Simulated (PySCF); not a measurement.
**C6H6O2S: NMR shifts in gas and solvents**

Aim: compute the NMR shifts of C6H6O2S (`COC(=O)c1cccs1`), and see what a dielectric continuum does where one was used.

Computed with PySCF 2.14.0, with density-fitted response routines of our own, on a single molecule, in the gas phase or a continuum. Atoms are numbered from 0 throughout.

### 1 The molecule as given

15 atoms, charge 0, multiplicity 1; geometry from: GFN2-xTB. The atoms were then displaced at random by about 0.01 Å, so the start is not that level's minimum.

Bonds of the start (Å): C0–O1 1.45, O1–C2 1.35, C2–O3 1.22, C2–C4 1.44, C4–C5 1.36, C5–C6 1.39, C6–C7 1.37, C7–S8 1.70, S8–C4 1.75, C0–H9 1.09, C0–H10 1.06, C0–H11 1.09, C5–H12 1.07, C6–H13 1.09, C7–H14 1.08.

### 2 Relaxing the molecule at PBE0-D3(BJ)/def2-TZVP

The job: settings as JSON, then the geometry in Å.

```
{"job": {"xc": "PBE0", "basis": "def2-TZVP", "d3": "d3bj", "grid": 2, "shake": 0.01, "kind": "geom"}, "charge": 0, "multiplicity": 1}
C      3.092420     0.291110     0.359640
O      1.659980     0.497660     0.385310
C      0.884540    -0.441100    -0.206510
O      1.370040    -1.426980    -0.739540
C     -0.514900    -0.116350    -0.103290
C     -1.570440    -0.840640    -0.571130
C     -2.798060    -0.245810    -0.301090
C     -2.662900     0.940180     0.365220
S     -1.046560     1.342480     0.711190
H      3.499560     0.954210    -0.406900
H      3.295520    -0.730330     0.146160
H      3.466760     0.602350     1.338200
H     -1.460700    -1.767300    -1.096360
H     -3.769570    -0.661710    -0.585960
H     -3.461010     1.584870     0.697830
```

Run with:

```bash
$ OMP_NUM_THREADS=2 python probes_run.py task.json out
```

This one command runs all jobs of the session in turn.

Log:

```text
step   0  E = -780.48946907  max force = 0.039085
step   1  E = -780.49247482  max force = 0.014763
step   2  E = -780.49213694  max force = 0.012551
step   3  E = -780.49335767  max force = 0.005551
step   4  E = -780.49341886  max force = 0.002511
step   5  E = -780.49354655  max force = 0.001165
step   6  E = -780.49359024  max force = 0.001810
step   7  E = -780.49376269  max force = 0.002426
step   8  E = -780.49409870  max force = 0.003169
step   9  E = -780.49418290  max force = 0.002684
step  10  E = -780.49432865  max force = 0.002033
step  11  E = -780.49436124  max force = 0.000496
step  12  E = -780.49437672  max force = 0.000509
step  13  E = -780.49438061  max force = 0.000561
step  14  E = -780.49438231  max force = 0.000146
optimisation converged
```

It took 18 min on 2 threads of Intel Xeon at 2.50GHz, shared host; peak memory 2 GiB.

Relaxation path: (the energy doesn't fall at every step)

| step | energy from step 0 (eV) | largest force component (eV/Å) |
| --- | --- | --- |
| 0 | 0.0000 | 2.0098 |
| 1 | -0.0818 | 0.7591 |
| 2 | -0.0726 | 0.6454 |
| 3 | -0.1058 | 0.2854 |
| 4 | -0.1075 | 0.1291 |
| 5 | -0.1110 | 0.0599 |
| 6 | -0.1121 | 0.0931 |
| 7 | -0.1168 | 0.1247 |
| 8 | -0.1260 | 0.1630 |
| 9 | -0.1283 | 0.1380 |
| 10 | -0.1322 | 0.1045 |
| 11 | -0.1331 | 0.0255 |
| 12 | -0.1335 | 0.0262 |
| 13 | -0.1336 | 0.0288 |
| 14 | -0.1337 | 0.0075 |

Distances of close pairs at the start and the end, largest changes first:

| bond | before (Å) | after (Å) | change (Å) |
| --- | --- | --- | --- |
| C4–S8 | 1.753 | 1.715 | -0.039 |
| C0–H10 | 1.063 | 1.091 | +0.028 |
| C0–O1 | 1.447 | 1.423 | -0.025 |
| C2–C4 | 1.440 | 1.464 | +0.023 |
| C5–C6 | 1.391 | 1.408 | +0.018 |
| C2–O3 | 1.221 | 1.204 | -0.017 |
| C6–H13 | 1.095 | 1.081 | -0.013 |
| O1–C2 | 1.354 | 1.341 | -0.013 |

The next job starts from the end point, and lists it.

| at the end point | value |
| --- | --- |
| point group (found at 0.08 Å tolerance) | Cs |
| rotational constants (GHz, main isotopes) | 3.396, 0.975, 0.761 |
| dipole moment (D) | 1.79 |

### 3 NMR shieldings: PBE0/pcSseg-2

The job: settings as JSON, then the geometry in Å.

```
{"job": {"kind": "nmr", "xc": "PBE0", "basis": "pcSseg-2"}, "charge": 0, "multiplicity": 1}
C      3.101728     0.097297     0.220293
O      1.721380     0.401413     0.382271
C      0.877001    -0.416045    -0.263062
O      1.231291    -1.348482    -0.937393
C     -0.519859    -0.036126    -0.047752
C     -1.607116    -0.678049    -0.580928
C     -2.825928    -0.083738    -0.200453
C     -2.639467     0.999487     0.615111
S     -0.995040     1.297560     0.919320
H      3.384683     0.149745    -0.831833
H      3.319913    -0.903915     0.593925
H      3.639621     0.845606     0.797562
H     -1.502997    -1.543958    -1.220403
H     -3.799796    -0.435984    -0.511893
H     -3.394621     1.636190     1.051449
```

Method: GIAO PBE0/pcSseg-2 NMR shielding, non-relativistic, gas phase.

Log:

```text
coarse grid: 14032 points
cycle   1  E = -780.3288236041  dE =  1.798e+00  |g| = 9.132e-01  |ddm| = 2.969e+00
cycle   2  E = -779.9389679873  dE =  3.899e-01  |g| = 1.693e+00  |ddm| = 2.352e+00
cycle   3  E = -780.4681498427  dE = -5.292e-01  |g| = 2.910e-01  |ddm| = 1.829e+00
cycle   4  E = -780.4831993162  dE = -1.505e-02  |g| = 1.000e-01  |ddm| = 2.380e-01
cycle   5  E = -780.4848170131  dE = -1.618e-03  |g| = 2.144e-02  |ddm| = 6.135e-02
cycle   6  E = -780.4849100742  dE = -9.306e-05  |g| = 8.065e-03  |ddm| = 2.188e-02
cycle   7  E = -780.4849240640  dE = -1.399e-05  |g| = 2.066e-03  |ddm| = 7.645e-03
cycle   8  E = -780.4849248491  dE = -7.852e-07  |g| = 8.935e-04  |ddm| = 2.553e-03
final grid: 133648 points
cycle   9  E = -780.4863411095  dE = -9.049e-05  |g| = 1.319e-02  |ddm| = 5.845e-02
cycle  10  E = -780.4862844503  dE =  5.666e-05  |g| = 2.098e-02  |ddm| = 2.166e-02
cycle  11  E = -780.4863756562  dE = -9.121e-05  |g| = 2.002e-03  |ddm| = 1.534e-02
cycle  12  E = -780.4863765249  dE = -8.687e-07  |g| = 5.199e-04  |ddm| = 1.915e-03
cycle  13  E = -780.4863765681  dE = -4.318e-08  |g| = 2.492e-04  |ddm| = 5.244e-04
cycle  14  E = -780.4863765800  dE = -1.194e-08  |g| = 7.891e-05  |ddm| = 2.069e-04
cycle  15  E = -780.4863765812  dE = -1.110e-09  |g| = 2.992e-05  |ddm| = 6.882e-05
cycle  16  E = -780.4863765814  dE = -2.303e-10  |g| = 3.723e-06  |ddm| = 2.981e-05
converged SCF energy = -780.4863765814

GIAO shielding tensors (ppm)
atom      isotropic    diamagn.    paramagn.     s11        s22        s33       span
  0 C      131.381     236.458    -105.076    101.027    115.023    178.094     77.067
  1 O      153.034     398.234    -245.199    -14.421    221.620    251.904    266.325
  2 C       14.576     253.915    -239.339    -80.726     57.040     67.413    148.139
  3 O      -63.013     399.384    -462.397   -307.256   -204.747    322.964    630.219
  4 C       40.994     252.388    -211.395    -31.075     38.229    115.827    146.901
  5 C       41.070     255.992    -214.923    -45.485     14.838    153.856    199.341
  6 C       50.016     255.417    -205.401    -33.184     32.422    150.811    183.995
  7 C       42.687     260.559    -217.872    -54.944     39.789    143.215    198.159
  8 S      255.102    1058.771    -803.669    138.174    225.100    402.033    263.859
  9 H       27.654      28.361      -0.707     24.160     25.392     33.410      9.249
 10 H       27.658      28.349      -0.691     24.168     25.386     33.419      9.252
 11 H       27.934      27.677       0.257     23.966     26.723     33.113      9.147
 12 H       23.196      33.178      -9.982     20.086     22.801     26.703      6.616
 13 H       24.159      29.137      -4.978     21.136     24.457     26.885      5.750
 14 H       23.902      29.344      -5.441     21.074     23.990     26.644      5.570
```

Wall time 2.8 min (2 threads of Intel Xeon at 2.50GHz, shared host); peak memory 2.7 GiB.

The references, computed at this level on geometries of the same kind, shield at (ppm): 1H TMS 31.52, 13C TMS 186.0, 17O H2O 329.5, 33S CS2 513. Their shielding less the atom's gives the shift. The references are single molecules in the gas phase, so shifts against H2O, NH3, PH3, H3PO4 or CFCl3 are not on the usual liquid scales and can be off by tens of ppm. Atoms listed in one row are averaged.

| atoms | environment | σ (ppm) | δ (ppm) |
| --- | --- | --- | --- |
| C2 | ester carbonyl carbon | 14.6 | 171.5 |
| C4 | substituted aromatic carbon next to the ring sulfur | 41.0 | 145.0 |
| C5 | aromatic CH | 41.1 | 145.0 |
| C7 | aromatic CH next to the ring sulfur | 42.7 | 143.3 |
| C6 | aromatic CH | 50.0 | 136.0 |
| C0 | methyl carbon bonded to O | 131.4 | 54.7 |
| H12 | hydrogen on an aromatic CH | 23.20 | 8.33 |
| H14 | hydrogen on an aromatic CH next to the ring sulfur | 23.90 | 7.62 |
| H13 | hydrogen on an aromatic CH | 24.16 | 7.36 |
| H9, H10, H11 | hydrogen on a methyl carbon bonded to O | 27.75 | 3.77 |
| O3 | ester carbonyl oxygen | -63.0 | 392.6 |
| O1 | ester alkoxy oxygen | 153.0 | 176.5 |
| S8 | aromatic ring sulfur | 255 | 258 |

Charges from the same density, by scheme (e):

| atoms | Mulliken | IAO | Hirshfeld | ESP fit |
| --- | --- | --- | --- | --- |
| C0 | 0.14 | -0.22 | -0.04 | -0.35 |
| O1 | -0.39 | -0.35 | -0.11 | -0.23 |
| C2 | 0.50 | 0.52 | 0.19 | 0.83 |
| O3 | -0.43 | -0.48 | -0.26 | -0.57 |
| C4 | 0.00 | -0.23 | -0.06 | -0.36 |
| C5 | -0.11 | -0.15 | -0.05 | 0.11 |
| C6 | -0.04 | -0.19 | -0.07 | -0.35 |
| C7 | -0.10 | -0.32 | -0.08 | -0.06 |
| S8 | 0.14 | 0.40 | 0.13 | 0.03 |

Mayer bond orders: C0–O1 0.88, O1–C2 1.10, C2–O3 1.89, C2–C4 1.00, C4–C5 1.49, C5–C6 1.36, C6–C7 1.60, C7–S8 1.24, S8–C4 1.19.

Ring of atoms C4, C5, C6, C7, S8: NICS(0) -12.2, NICS(1) -9.9, NICS(1)zz -27.2 ppm (means of both faces).

### 4 NMR shieldings: KT3/pcSseg-2

Same as in step 3 but for these lines:

```diff
@@ -1,2 +1,2 @@
-{"job": {"kind": "nmr", "xc": "PBE0", "basis": "pcSseg-2"}, "charge": 0, "multiplicity": 1}
+{"job": {"kind": "nmr", "xc": "KT3", "basis": "pcSseg-2", "pop": false}, "charge": 0, "multiplicity": 1}
 C      3.101728     0.097297     0.220293
```

Level: GIAO KT3/pcSseg-2 NMR shielding, non-relativistic, gas phase.

Log:

```text
coarse grid: 14032 points
cycle   1  E = -789.4215477080  dE =  1.577e+00  |g| = 1.092e+00  |ddm| = 3.419e+00
cycle   2  E = -788.2334975906  dE =  1.188e+00  |g| = 2.516e+00  |ddm| = 5.721e+00
cycle   3  E = -789.5679069219  dE = -1.334e+00  |g| = 6.260e-01  |ddm| = 5.335e+00
cycle   4  E = -789.6461536737  dE = -7.825e-02  |g| = 2.137e-01  |ddm| = 5.715e-01
cycle   5  E = -789.6531108212  dE = -6.957e-03  |g| = 7.578e-02  |ddm| = 1.661e-01
cycle   6  E = -789.6543291502  dE = -1.218e-03  |g| = 2.534e-02  |ddm| = 7.628e-02
cycle   7  E = -789.6544643735  dE = -1.352e-04  |g| = 8.272e-03  |ddm| = 2.786e-02
cycle   8  E = -789.6544757274  dE = -1.135e-05  |g| = 4.525e-03  |ddm| = 1.005e-02
cycle   9  E = -789.6544804463  dE = -4.719e-06  |g| = 1.953e-03  |ddm| = 5.857e-03
final grid: 133648 points
cycle  10  E = -789.6901050012  dE = -5.774e-04  |g| = 1.555e-02  |ddm| = 3.261e-01
cycle  11  E = -789.6899890733  dE =  1.159e-04  |g| = 2.839e-02  |ddm| = 2.796e-02
cycle  12  E = -789.6901368288  dE = -1.478e-04  |g| = 4.807e-03  |ddm| = 2.017e-02
cycle  13  E = -789.6901396347  dE = -2.806e-06  |g| = 3.296e-03  |ddm| = 6.095e-03
cycle  14  E = -789.6901423390  dE = -2.704e-06  |g| = 6.278e-04  |ddm| = 3.001e-03
cycle  15  E = -789.6901424219  dE = -8.289e-08  |g| = 2.371e-04  |ddm| = 6.993e-04
cycle  16  E = -789.6901424335  dE = -1.155e-08  |g| = 1.336e-04  |ddm| = 3.484e-04
cycle  17  E = -789.6901424380  dE = -4.518e-09  |g| = 3.481e-05  |ddm| = 1.304e-04
cycle  18  E = -789.6901424383  dE = -2.515e-10  |g| = 9.808e-06  |ddm| = 3.240e-05
converged SCF energy = -789.6901424383

GIAO shielding tensors (ppm)
atom      isotropic    diamagn.    paramagn.     s11        s22        s33       span
  0 C      129.201     235.844    -106.643     99.044    112.881    175.676     76.632
  1 O      145.560     396.628    -251.068     -7.212    207.104    236.790    244.002
  2 C       23.578     255.726    -232.148    -62.246     64.781     68.198    130.444
  3 O      -37.475     399.297    -436.772   -250.227   -170.759    308.561    558.788
  4 C       50.802     259.154    -208.352    -10.909     47.450    115.864    126.773
  5 C       51.459     258.746    -207.287    -25.333     28.731    150.977    176.310
  6 C       58.233     257.130    -198.898    -16.184     43.465    147.417    163.600
  7 C       53.459     262.211    -208.752    -32.563     53.111    139.830    172.392
  8 S      294.567    1062.054    -767.487    187.182    265.129    431.392    244.210
  9 H       27.726      28.510      -0.784     24.321     25.472     33.387      9.066
 10 H       27.730      28.494      -0.764     24.328     25.467     33.397      9.069
 11 H       28.087      27.629       0.458     24.415     26.848     32.999      8.583
 12 H       23.528      33.026      -9.498     20.561     23.452     26.571      6.010
 13 H       24.417      26.931      -2.514     21.555     24.687     27.010      5.455
 14 H       24.256      28.069      -3.813     21.348     24.489     26.932      5.585
```

Run time: 4.6 min. Hardware: 2 threads of Intel Xeon at 2.50GHz, shared host; peak memory 2 GiB.

Key values: δ C2 159.7, C4 132.4, C5 131.8, C7 129.8, H12 8.10, H14 7.37 ppm.

### 5 Shielding tensors: wB97X-D/pcSseg-2

Same as in step 4 but for these lines:

```diff
@@ -1,2 +1,2 @@
-{"job": {"kind": "nmr", "xc": "KT3", "basis": "pcSseg-2", "pop": false}, "charge": 0, "multiplicity": 1}
+{"job": {"kind": "nmr", "xc": "wB97X-D", "basis": "pcSseg-2", "pop": false}, "charge": 0, "multiplicity": 1}
 C      3.101728     0.097297     0.220293
```

Method: GIAO wB97X-D/pcSseg-2 NMR shielding, non-relativistic, gas phase.

Log:

```text
coarse grid: 14032 points
cycle   1  E = -780.7358927813  dE =  2.103e+00  |g| = 9.806e-01  |ddm| = 2.915e+00
cycle   2  E = -780.5986385516  dE =  1.373e-01  |g| = 1.372e+00  |ddm| = 1.645e+00
cycle   3  E = -780.9152329153  dE = -3.166e-01  |g| = 1.625e-01  |ddm| = 1.085e+00
cycle   4  E = -780.9190111535  dE = -3.778e-03  |g| = 8.460e-02  |ddm| = 1.361e-01
cycle   5  E = -780.9202587501  dE = -1.248e-03  |g| = 1.227e-02  |ddm| = 6.290e-02
cycle   6  E = -780.9202978679  dE = -3.912e-05  |g| = 4.785e-03  |ddm| = 2.184e-02
cycle   7  E = -780.9203046044  dE = -6.737e-06  |g| = 1.800e-03  |ddm| = 7.682e-03
final grid: 133648 points
cycle   8  E = -780.9217931076  dE = -2.722e-04  |g| = 7.803e-03  |ddm| = 8.325e-02
cycle   9  E = -780.9217947723  dE = -1.665e-06  |g| = 7.264e-03  |ddm| = 1.325e-02
cycle  10  E = -780.9218057879  dE = -1.102e-05  |g| = 1.173e-03  |ddm| = 6.477e-03
cycle  11  E = -780.9218060047  dE = -2.167e-07  |g| = 7.864e-04  |ddm| = 1.547e-03
cycle  12  E = -780.9218061214  dE = -1.168e-07  |g| = 1.758e-04  |ddm| = 5.664e-04
cycle  13  E = -780.9218061286  dE = -7.160e-09  |g| = 6.001e-05  |ddm| = 2.275e-04
cycle  14  E = -780.9218061298  dE = -1.257e-09  |g| = 2.190e-05  |ddm| = 1.032e-04
cycle  15  E = -780.9218061301  dE = -2.130e-10  |g| = 8.946e-06  |ddm| = 5.152e-05
converged SCF energy = -780.9218061301

GIAO shielding tensors (ppm)
atom      isotropic    diamagn.    paramagn.     s11        s22        s33       span
  0 C      131.244     235.822    -104.578    101.218    114.565    177.949     76.731
  1 O      156.680     399.107    -242.428    -12.002    223.805    258.236    270.239
  2 C       12.843     253.328    -240.485    -84.154     55.368     67.313    151.468
  3 O      -63.943     398.339    -462.282   -309.872   -207.247    325.290    635.162
  4 C       38.552     251.882    -213.330    -37.778     37.806    115.627    153.405
  5 C       39.189     254.787    -215.597    -50.725     13.994    154.299    205.024
  6 C       49.122     254.302    -205.180    -36.946     32.741    151.570    188.516
  7 C       39.988     259.554    -219.565    -62.033     37.640    144.358    206.391
  8 S      249.521    1058.617    -809.096    127.527    229.093    391.944    264.417
  9 H       27.761      28.421      -0.660     24.287     25.516     33.482      9.195
 10 H       27.766      28.404      -0.638     24.294     25.509     33.493      9.199
 11 H       28.033      27.610       0.423     24.015     26.823     33.262      9.248
 12 H       23.295      33.231      -9.936     20.189     22.797     26.898      6.709
 13 H       24.296      29.449      -5.153     21.280     24.539     27.069      5.790
 14 H       23.947      29.417      -5.470     21.230     23.952     26.660      5.430
```

Run time: 4 min. Hardware: 2 threads of Intel Xeon at 2.50GHz, shared host; peak memory 2.8 GiB.

This run: δ C2 173.4, C4 147.7, C5 147.1, C7 146.3, H12 8.34, H14 7.69 ppm.

### 6 Shielding tensors: B97-2/pcSseg-2

Same as in step 5 but for these lines:

```diff
@@ -1,2 +1,2 @@
-{"job": {"kind": "nmr", "xc": "wB97X-D", "basis": "pcSseg-2", "pop": false}, "charge": 0, "multiplicity": 1}
+{"job": {"kind": "nmr", "xc": "B97-2", "basis": "pcSseg-2", "pop": false}, "charge": 0, "multiplicity": 1}
 C      3.101728     0.097297     0.220293
```

Level: GIAO B97-2/pcSseg-2 NMR shielding, non-relativistic, gas phase.

Log:

```text
coarse grid: 14032 points
cycle   1  E = -780.7760761597  dE =  1.750e+00  |g| = 9.449e-01  |ddm| = 2.973e+00
cycle   2  E = -780.3223604460  dE =  4.537e-01  |g| = 1.786e+00  |ddm| = 2.623e+00
cycle   3  E = -780.9219766112  dE = -5.996e-01  |g| = 3.256e-01  |ddm| = 2.103e+00
cycle   4  E = -780.9413642405  dE = -1.939e-02  |g| = 1.079e-01  |ddm| = 2.687e-01
cycle   5  E = -780.9432434810  dE = -1.879e-03  |g| = 2.504e-02  |ddm| = 6.835e-02
cycle   6  E = -780.9433719498  dE = -1.285e-04  |g| = 9.196e-03  |ddm| = 2.462e-02
cycle   7  E = -780.9433900035  dE = -1.805e-05  |g| = 2.588e-03  |ddm| = 9.100e-03
cycle   8  E = -780.9433912875  dE = -1.284e-06  |g| = 1.168e-03  |ddm| = 3.285e-03
final grid: 133648 points
cycle   9  E = -780.9473593014  dE = -1.349e-04  |g| = 5.289e-03  |ddm| = 9.267e-02
cycle  10  E = -780.9473529318  dE =  6.370e-06  |g| = 7.573e-03  |ddm| = 7.600e-03
cycle  11  E = -780.9473638388  dE = -1.091e-05  |g| = 1.248e-03  |ddm| = 4.950e-03
cycle  12  E = -780.9473640870  dE = -2.483e-07  |g| = 6.539e-04  |ddm| = 1.339e-03
cycle  13  E = -780.9473641890  dE = -1.019e-07  |g| = 1.851e-04  |ddm| = 6.306e-04
cycle  14  E = -780.9473641966  dE = -7.607e-09  |g| = 5.012e-05  |ddm| = 1.796e-04
cycle  15  E = -780.9473641971  dE = -4.768e-10  |g| = 2.486e-05  |ddm| = 5.041e-05
converged SCF energy = -780.9473641971

GIAO shielding tensors (ppm)
atom      isotropic    diamagn.    paramagn.     s11        s22        s33       span
  0 C      130.718     236.984    -106.266    100.931    114.295    176.928     75.996
  1 O      153.675     398.708    -245.033     -9.504    220.158    250.370    259.874
  2 C       16.802     254.732    -237.930    -76.415     59.595     67.225    143.641
  3 O      -54.437     399.913    -454.350   -290.498   -194.198    321.385    611.883
  4 C       43.258     253.201    -209.943    -26.723     40.341    116.156    142.879
  5 C       43.387     256.358    -212.971    -41.347     18.158    153.350    194.696
  6 C       52.181     255.683    -203.502    -29.198     35.443    150.298    179.497
  7 C       44.982     260.225    -215.243    -50.287     42.511    142.723    193.010
  8 S      262.626    1059.385    -796.759    147.012    234.945    405.922    258.909
  9 H       27.760      28.408      -0.648     24.302     25.517     33.461      9.158
 10 H       27.764      28.395      -0.631     24.310     25.511     33.470      9.160
 11 H       28.066      27.591       0.475     24.150     26.845     33.203      9.053
 12 H       23.368      33.368     -10.000     20.294     23.006     26.804      6.510
 13 H       24.323      29.075      -4.752     21.345     24.616     27.008      5.663
 14 H       24.072      29.274      -5.202     21.253     24.169     26.793      5.541
```

It took 2.9 min on 2 threads of Intel Xeon at 2.50GHz, shared host; peak memory 2.7 GiB.

This run: δ C2 168.6, C4 142.1, C5 142.0, C7 140.4, H12 8.27, H14 7.56 ppm.

(Part 1 of 2 ends here.)
